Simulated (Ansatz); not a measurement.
# AlB2H8NSi: the cost of one run

Program: Ansatz 0.2.0. Level of theory: RKS LDA/def2-SVP. These are calculated values, not measurements.

### 1 The structure to begin with

Bond lengths: B1–B2 1.623 Å, B2–Si3 1.921 Å, Si3–Al4 2.313 Å, Al4–N5 1.913 Å, B1–H6 1.187 Å, B1–H7 1.192 Å, B2–H8 1.210 Å, Si3–H9 1.501 Å, Si3–H10 1.499 Å, Al4–H11 1.659 Å, N5–H12 1.024 Å, N5–H13 1.053 Å. Angles (14 of 18 angles, heavy atoms first): B1–B2–Si3 119.9°, B2–Si3–Al4 111.8°, Si3–Al4–N5 120.8°, B1–B2–H8 121.5°, Si3–B2–H8 118.6°, B2–B1–H6 121.2°, B2–B1–H7 119.7°, B2–Si3–H9 111.7°, B2–Si3–H10 110.1°, Al4–Si3–H9 109.4°, Al4–Si3–H10 107.0°, Si3–Al4–H11 120.0°, N5–Al4–H11 118.7°, Al4–N5–H12 105.5°.

Structure file:

```xyz
13

B    -1.1445   -2.0122   -1.0338
B     0.3568   -1.3975   -0.9953
Si    1.0230   -0.6010    0.6204
Al   -0.1574    1.3045    1.1902
N    -0.3749    2.7337   -0.0621
H    -1.6116   -2.4320   -2.0412
H    -1.8587   -1.8873   -0.0878
H     1.0869   -1.4529   -1.9580
H     0.9956   -1.5677    1.7688
H     2.4539   -0.1932    0.4417
H    -0.9967    1.3637    2.6200
H     0.2436    2.5060   -0.8464
H     0.0046    3.6013    0.3983
```

### 2 End point A

Input file input.yaml:

```yaml
crystal:
  periodic: [false, false, false]
  atoms:
    - { symbol: B, position_ang: [-1.1445, -2.0122, -1.0338] }
    - { symbol: B, position_ang: [0.3568, -1.3975, -0.9953] }
    - { symbol: Si, position_ang: [1.023, -0.601, 0.6204] }
    - { symbol: Al, position_ang: [-0.1574, 1.3045, 1.1902] }
    - { symbol: "N", position_ang: [-0.3749, 2.7337, -0.0621] }
    - { symbol: H, position_ang: [-1.6116, -2.432, -2.0412] }
    - { symbol: H, position_ang: [-1.8587, -1.8873, -0.0878] }
    - { symbol: H, position_ang: [1.0869, -1.4529, -1.958] }
    - { symbol: H, position_ang: [0.9956, -1.5677, 1.7688] }
    - { symbol: H, position_ang: [2.4539, -0.1932, 0.4417] }
    - { symbol: H, position_ang: [-0.9967, 1.3637, 2.62] }
    - { symbol: H, position_ang: [0.2436, 2.506, -0.8464] }
    - { symbol: H, position_ang: [0.0046, 3.6013, 0.3983] }
basis:
  gaussian: { orbitals: def2-SVP }
hamiltonian:
  xc: lda
relax:
  f_tol: 0.015
  max_steps: 40
```

Command:

```console
ansatz run input.yaml --threads 2 --pin off --max-ram 3072MiB --backend cpu --events-out ev --progress --plain --runs-dir out
```

Q: Estimate wall time and peak memory on 2 threads of Intel Xeon Platinum 8375C at 2.90GHz (Ice Lake), shared host.

About 46 s, with a peak of 0.18 GiB.
